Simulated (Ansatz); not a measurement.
# Rh: the cost of one run

Method: DFT LDA, scalar-relativistic, plane waves, PAW, in Ansatz 0.2.0.

## (1) The system as given

Symmetry: Fm-3m, No. 225, cubic system. The conventional cell has a = 3.754 Å, b = 3.754 Å, c = 3.754 Å, α = 90.00°, β = 90.00°, γ = 90.00°. Around Rh (site symmetry m-3m) lie 12 Rh at 2.65 Å.

Coordinates:

```cif
data_structure
_symmetry_space_group_name_H-M 'P 1'
_symmetry_Int_Tables_number 1
_cell_length_a 2.6545
_cell_length_b 2.6545
_cell_length_c 2.6545
_cell_angle_alpha 60.000
_cell_angle_beta 60.000
_cell_angle_gamma 60.000
_cell_volume 13.23
loop_
_atom_site_label
_atom_site_type_symbol
_atom_site_fract_x
_atom_site_fract_y
_atom_site_fract_z
_atom_site_occupancy
Rh1 Rh 0.00000 0.00000 0.00000 1
```

This cell was relaxed beforehand with the same method: volume 13.23 Å³/atom, gap on the mesh none (metal).

## (2) What is varied

The energy is mapped over volume and a fixed ferromagnetic moment.

- volume per atom: 7 values from 10.85 to 15.61 Å³
- total spin moment of the cell, held fixed: 9 values from 0.000 to 1.000 μB

Nothing else is relaxed (shape and fractional coordinates fixed). Points are written as (first, second).

## (3) Point (10.85 Å³, 0.125 μB)

File input.yaml:

```yaml
crystal:
  lattice:
    - [0.0, 1.7568979448, 1.7568979448]
    - [1.7568979448, 0.0, 1.7568979448]
    - [1.7568979448, 1.7568979448, 0.0]
  atoms:
    - { symbol: Rh, position: [0.0, 0.0, 0.0], spin: 0.125 }
basis:
  ecutwfc: 420
kpoints:
  mp_grid: { grid: [22, 22, 22] }
hamiltonian:
  xc: lda
  pseudopotentials: { kind: paw, azcp: { folder: soft_1 } }
scf:
  occupations: { method: gaussian, width: 0.15 }
  lower_state_search: "off"
output:
  forces: true
  stress: true
  eigenvalues: true
  populations: true
magnetization:
  spin_polarized: true
  initial_magnetization: 0.125
  spin_locking: { lock_magnetization: hard }
```

Run with:

```bash
$ ansatz run input.yaml --threads 1 --pin off --max-ram 2048MiB --backend cpu --events-out ev --progress --plain --runs-dir out
```

Q: Estimate wall time and peak memory on 1 thread of Arm Neoverse N1, shared host.

About 15 s, with a peak of 0.32 GiB.
